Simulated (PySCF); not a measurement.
**BrH7P2Si2: NMR shifts at several levels of theory**

How much do the NMR shifts of BrH7P2Si2 (`P[SiH2]P[SiH2]Br`) depend on the level of theory, and what does each level cost?

Computed with PySCF 2.14.0, with density-fitted response routines of our own, on a single molecule in the gas phase. Atoms count from 0, in the outputs and in this text.

## (1) Starting geometry

12 atoms, charge 0, multiplicity 1; geometry from: GFN2-xTB. The atoms were then displaced at random by about 0.01 Å, so the start is not that level's minimum.

Bonds of the start (Å): P0–Si1 2.22, Si1–P2 2.24, P2–Si3 2.26, Si3–Br4 2.20, P0–H5 1.39, P0–H6 1.39, Si1–H7 1.44, Si1–H8 1.49, P2–H9 1.36, Si3–H10 1.47, Si3–H11 1.43.

## (2) Optimising the geometry at PBE0-D3(BJ)/def2-SVP

The job: settings as JSON, then the geometry in Å.

```
{"job": {"xc": "PBE0", "basis": "def2-SVP", "d3": "d3bj", "grid": 1, "shake": 0.01, "kind": "geom"}, "charge": 0, "multiplicity": 1}
P     -1.975020     1.033500     0.000670
Si    -1.070560    -0.925960     0.520760
P      0.605410    -1.443440    -0.880140
Si     1.990900     0.325630    -0.682610
Br     2.643930     0.374920     1.413890
H     -2.979140     0.973720     0.964090
H     -1.159330     1.809440     0.815350
H     -2.052050    -1.962570     0.304930
H     -0.512440    -1.000240     1.896970
H      0.026810    -0.981430    -2.015520
H      1.357680     1.640910    -0.872490
H      3.163490     0.127240    -1.474920
```

On the command line:

```console
$ OMP_NUM_THREADS=1 python probes_run.py task.json out
```

This one command runs all jobs of the session in turn.

Output:

```text
step   0  E = -3838.61125369  max force = 0.030147
step   1  E = -3838.61975828  max force = 0.006975
step   2  E = -3838.62050441  max force = 0.001410
step   3  E = -3838.62067069  max force = 0.000790
step   4  E = -3838.62082569  max force = 0.001449
step   5  E = -3838.62056248  max force = 0.003072
step   6  E = -3838.62095887  max force = 0.001850
step   7  E = -3838.62102541  max force = 0.001444
step   8  E = -3838.62109856  max force = 0.000919
step   9  E = -3838.62111794  max force = 0.000440
step  10  E = -3838.62112538  max force = 0.000163
optimisation converged
```

Run time: 2.1 min. Hardware: 1 thread of Arm Neoverse V1, shared host; peak memory 0.68 GiB.

The steps of the relaxation: (the energy doesn't fall at every step)

```csv
step,energy from step 0 (eV),largest force component (eV/Å)
0,0.0000,1.5502
1,-0.2314,0.3587
2,-0.2517,0.0725
3,-0.2562,0.0406
4,-0.2605,0.0745
5,-0.2533,0.1580
6,-0.2641,0.0951
7,-0.2659,0.0743
8,-0.2679,0.0473
9,-0.2684,0.0226
10,-0.2686,0.0084
```

Close pairs (by a distance rule), those that changed most:

```csv
bond,before (Å),after (Å),change (Å)
P2–H9,1.355,1.432,+0.077
Si3–H11,1.429,1.489,+0.060
Si1–H7,1.444,1.495,+0.051
P0–Si1,2.220,2.269,+0.050
P0–H6,1.390,1.429,+0.039
Si3–Br4,2.196,2.235,+0.039
P0–H5,1.393,1.430,+0.037
Si1–P2,2.245,2.272,+0.027
```

The final coordinates are the input of the step that follows.

```csv
at the end point,value
point group (found at 0.08 Å tolerance),C1
"rotational constants (GHz, main isotopes)","1.495, 0.747, 0.609"
dipole moment (D),0.86
```

## (3) NMR shieldings: PBE0/6-31G*

The job: settings as JSON, then the geometry in Å.

```
{"job": {"kind": "nmr", "xc": "PBE0", "basis": "6-31G*", "pop": true}, "charge": 0, "multiplicity": 1}
P      0.435893     1.535684     1.413017
Si     1.112398    -0.603815     1.752776
P      2.878012    -1.222220     0.463513
Si     4.050448     0.689796     0.675518
Br     4.439544     0.999867     2.854741
H     -0.567384     1.447653     2.428604
H      1.415962     2.079659     2.299217
H     -0.016756    -1.497736     1.353247
H      1.489769    -0.896739     3.166379
H      2.276175    -0.809866    -0.768760
H      3.329643     1.898679     0.180326
H      5.366163     0.573145    -0.012728
```

With the program's defaults for keys left out, this is: GIAO PBE0/6-31G* NMR shielding, non-relativistic, gas phase.

Output:

```text
coarse grid: 50288 points
cycle   1  E = -3838.9026314625  dE = -9.800e-01  |g| = 2.370e-01  |ddm| = 3.199e+00
cycle   2  E = -3838.9029338393  dE = -3.024e-04  |g| = 2.375e-01  |ddm| = 8.204e-01
cycle   3  E = -3838.9235646340  dE = -2.063e-02  |g| = 3.905e-02  |ddm| = 4.512e-01
cycle   4  E = -3838.9238729556  dE = -3.083e-04  |g| = 7.650e-03  |ddm| = 5.545e-02
cycle   5  E = -3838.9238901058  dE = -1.715e-05  |g| = 2.983e-03  |ddm| = 1.733e-02
cycle   6  E = -3838.9238934780  dE = -3.372e-06  |g| = 4.338e-04  |ddm| = 5.740e-03
final grid: 98384 points
cycle   7  E = -3838.9239413930  dE = -1.949e-08  |g| = 4.759e-04  |ddm| = 2.220e-03
cycle   8  E = -3838.9239413592  dE =  3.378e-08  |g| = 5.590e-04  |ddm| = 1.872e-03
cycle   9  E = -3838.9239414864  dE = -1.272e-07  |g| = 3.289e-05  |ddm| = 1.005e-03
cycle  10  E = -3838.9239414866  dE = -1.983e-10  |g| = 3.598e-06  |ddm| = 3.961e-05
converged SCF energy = -3838.9239414866

GIAO shielding tensors (ppm)
atom      isotropic    diamagn.    paramagn.     s11        s22        s33       span
  0 P      617.000     967.313    -350.313    576.942    599.524    674.535     97.593
  1 Si     438.808     881.988    -443.179    401.359    447.483    467.583     66.224
  2 P      623.511     967.700    -344.189    553.866    584.065    732.602    178.737
  3 Si     397.488     878.004    -480.516    350.868    394.933    446.664     95.797
  4 Br    2810.239    3121.835    -311.597   2735.526   2796.912   2898.279    162.754
  5 H       30.139      29.782       0.356     25.244     26.313     38.859     13.616
  6 H       29.833      30.066      -0.233     23.134     29.658     36.707     13.573
  7 H       27.266      30.268      -3.002     23.083     25.443     33.272     10.189
  8 H       26.907      29.384      -2.477     23.771     25.103     31.848      8.077
  9 H       30.691      31.614      -0.923     25.878     26.809     39.385     13.506
 10 H       26.298      29.562      -3.264     23.189     24.820     30.886      7.696
 11 H       26.417      26.758      -0.342     21.699     24.679     32.872     11.173
```

Run time: 16 s. Hardware: 1 thread of Arm Neoverse V1, shared host; peak memory 0.76 GiB.

Shifts follow as δ = σ(reference) − σ, with reference shieldings (ppm) from runs at the same level and on the same kind of geometry: 1H TMS 31.96, 29Si TMS 418.1, 31P H3PO4 376.2, 79Br HBr 2580. The references are single molecules in the gas phase, so shifts against H2O, NH3, PH3, H3PO4 or CFCl3 are not on the usual liquid scales and can be off by tens of ppm. Atoms listed in one row are averaged.

```csv
atoms,environment,σ (ppm),δ (ppm)
"H10, H11","hydrogen on a silicon bonded to Br, P",26.36,5.61
"H7, H8",hydrogen on a silicon bonded to 2 P,27.09,4.88
"H5, H6",hydrogen on a phosphorus bonded to Si,29.99,1.98
H9,hydrogen on a phosphorus bonded to 2 Si,30.69,1.27
P0,"phosphorus bonded to Si, 2 H",617.0,-240.8
P2,"phosphorus bonded to 2 Si, H",623.5,-247.3
Si3,"silicon bonded to Br, P, 2 H",397.5,20.6
Si1,"silicon bonded to 2 P, 2 H",438.8,-20.7
Br4,bromine bonded to Si,2810,-230
```

Charges from the same density, by scheme (e):

```csv
atoms,Mulliken,IAO,Hirshfeld,ESP fit
P0,-0.17,-0.10,-0.03,-0.31
Si1,0.21,0.37,0.20,0.18
P2,-0.20,-0.18,-0.07,-0.28
Si3,0.30,0.51,0.26,0.24
Br4,-0.23,-0.25,-0.12,-0.14
```

Mayer bond orders: P0–Si1 0.93, Si1–P2 0.90, P2–Si3 0.93, Si3–Br4 0.96.

## (4) NMR shieldings: PBE0/def2-SVP

The job, as its differences from that of step 3:

```diff
@@ -1,2 +1,2 @@
-{"job": {"kind": "nmr", "xc": "PBE0", "basis": "6-31G*", "pop": true}, "charge": 0, "multiplicity": 1}
+{"job": {"kind": "nmr", "xc": "PBE0", "basis": "def2-SVP", "pop": true}, "charge": 0, "multiplicity": 1}
 P      0.435893     1.535684     1.413017
```

With the program's defaults for keys left out, this is: GIAO PBE0/def2-SVP NMR shielding, non-relativistic, gas phase.

Output:

```text
coarse grid: 50288 points
cycle   1  E = -3838.5866578639  dE = -1.042e+00  |g| = 2.314e-01  |ddm| = 3.243e+00
cycle   2  E = -3838.5858009580  dE =  8.569e-04  |g| = 2.312e-01  |ddm| = 7.023e-01
cycle   3  E = -3838.6042592166  dE = -1.846e-02  |g| = 4.203e-02  |ddm| = 3.980e-01
cycle   4  E = -3838.6046763033  dE = -4.171e-04  |g| = 8.526e-03  |ddm| = 5.582e-02
cycle   5  E = -3838.6046970369  dE = -2.073e-05  |g| = 2.763e-03  |ddm| = 1.784e-02
cycle   6  E = -3838.6046998643  dE = -2.827e-06  |g| = 5.547e-04  |ddm| = 5.484e-03
final grid: 98384 points
cycle   7  E = -3838.6046902746  dE =  6.258e-09  |g| = 6.447e-04  |ddm| = 2.499e-03
cycle   8  E = -3838.6046901912  dE =  8.341e-08  |g| = 7.918e-04  |ddm| = 2.316e-03
cycle   9  E = -3838.6046904411  dE = -2.499e-07  |g| = 4.454e-05  |ddm| = 1.277e-03
cycle  10  E = -3838.6046904414  dE = -2.965e-10  |g| = 4.837e-06  |ddm| = 5.009e-05
converged SCF energy = -3838.6046904414

GIAO shielding tensors (ppm)
atom      isotropic    diamagn.    paramagn.     s11        s22        s33       span
  0 P      643.085     967.113    -324.028    601.503    630.982    696.769     95.266
  1 Si     456.018     881.999    -425.981    408.282    465.418    494.355     86.074
  2 P      645.532     966.291    -320.759    574.401    609.405    752.789    178.388
  3 Si     414.467     877.261    -462.793    361.717    411.343    470.342    108.625
  4 Br    2801.484    3122.368    -320.884   2723.913   2779.081   2901.457    177.545
  5 H       29.708      29.822      -0.114     24.859     25.865     38.400     13.541
  6 H       29.345      30.150      -0.805     22.447     29.213     36.375     13.928
  7 H       26.712      30.639      -3.927     22.413     24.919     32.803     10.389
  8 H       26.470      29.365      -2.895     23.393     24.569     31.449      8.056
  9 H       30.292      31.877      -1.584     25.503     26.248     39.126     13.623
 10 H       25.693      29.484      -3.791     22.640     24.178     30.262      7.622
 11 H       25.746      25.915      -0.169     20.923     23.934     32.380     11.457
```

Run time: 18 s. Hardware: 1 thread of Arm Neoverse V1, shared host; peak memory 0.86 GiB.

Key values: δ P0 -257.2, P2 -259.7, Si3 -7.3, Si1 -48.8, H10 5.62, H7 4.75 ppm (means over like atoms).

## (5) NMR shieldings: PBE0/def2-TZVP

The job, as its differences from that of step 4:

```diff
@@ -1,2 +1,2 @@
-{"job": {"kind": "nmr", "xc": "PBE0", "basis": "def2-SVP", "pop": true}, "charge": 0, "multiplicity": 1}
+{"job": {"kind": "nmr", "xc": "PBE0", "basis": "def2-TZVP", "pop": true}, "charge": 0, "multiplicity": 1}
 P      0.435893     1.535684     1.413017
```

Method: GIAO PBE0/def2-TZVP NMR shielding, non-relativistic, gas phase.

Output:

```text
coarse grid: 50288 points
cycle   1  E = -3839.3403799259  dE = -1.020e+00  |g| = 3.448e-01  |ddm| = 2.644e+00
cycle   2  E = -3839.3447169501  dE = -4.337e-03  |g| = 2.434e-01  |ddm| = 4.373e-01
cycle   3  E = -3839.3563402028  dE = -1.162e-02  |g| = 7.666e-02  |ddm| = 2.600e-01
cycle   4  E = -3839.3579574079  dE = -1.617e-03  |g| = 1.418e-02  |ddm| = 7.000e-02
cycle   5  E = -3839.3580033293  dE = -4.592e-05  |g| = 4.074e-03  |ddm| = 1.442e-02
cycle   6  E = -3839.3580076131  dE = -4.284e-06  |g| = 9.385e-04  |ddm| = 4.621e-03
final grid: 98384 points
cycle   7  E = -3839.3580365961  dE = -1.350e-09  |g| = 1.065e-03  |ddm| = 2.699e-03
cycle   8  E = -3839.3580364331  dE =  1.629e-07  |g| = 1.280e-03  |ddm| = 2.290e-03
cycle   9  E = -3839.3580369789  dE = -5.458e-07  |g| = 1.079e-04  |ddm| = 1.251e-03
cycle  10  E = -3839.3580369818  dE = -2.923e-09  |g| = 1.335e-05  |ddm| = 9.711e-05
cycle  11  E = -3839.3580369819  dE = -4.275e-11  |g| = 3.958e-06  |ddm| = 1.572e-05
converged SCF energy = -3839.3580369819

GIAO shielding tensors (ppm)
atom      isotropic    diamagn.    paramagn.     s11        s22        s33       span
  0 P      578.013     968.680    -390.667    536.339    563.281    634.419     98.080
  1 Si     381.369     881.030    -499.662    337.952    392.350    413.804     75.852
  2 P      576.477     965.630    -389.153    496.521    541.956    690.952    194.431
  3 Si     340.615     878.182    -537.567    289.989    341.213    390.644    100.655
  4 Br    2753.338    3122.495    -369.156   2660.658   2722.061   2877.296    216.638
  5 H       29.444      29.606      -0.162     24.828     25.907     37.597     12.769
  6 H       29.026      29.828      -0.803     22.370     28.983     35.724     13.353
  7 H       26.573      30.730      -4.157     22.533     24.917     32.267      9.734
  8 H       26.281      29.552      -3.271     23.462     24.558     30.823      7.361
  9 H       29.916      32.653      -2.737     25.315     26.104     38.328     13.013
 10 H       25.475      29.133      -3.658     22.521     24.023     29.882      7.361
 11 H       25.647      26.116      -0.469     21.022     23.974     31.944     10.922
```

Run time: 44 s. Hardware: 1 thread of Arm Neoverse V1, shared host; peak memory 1.1 GiB.

This run: δ P2 -295.5, P0 -297.1, Si3 -9.1, Si1 -49.8, H10 5.92, H7 5.05 ppm (means over like atoms).

[end of part 1 of 2]
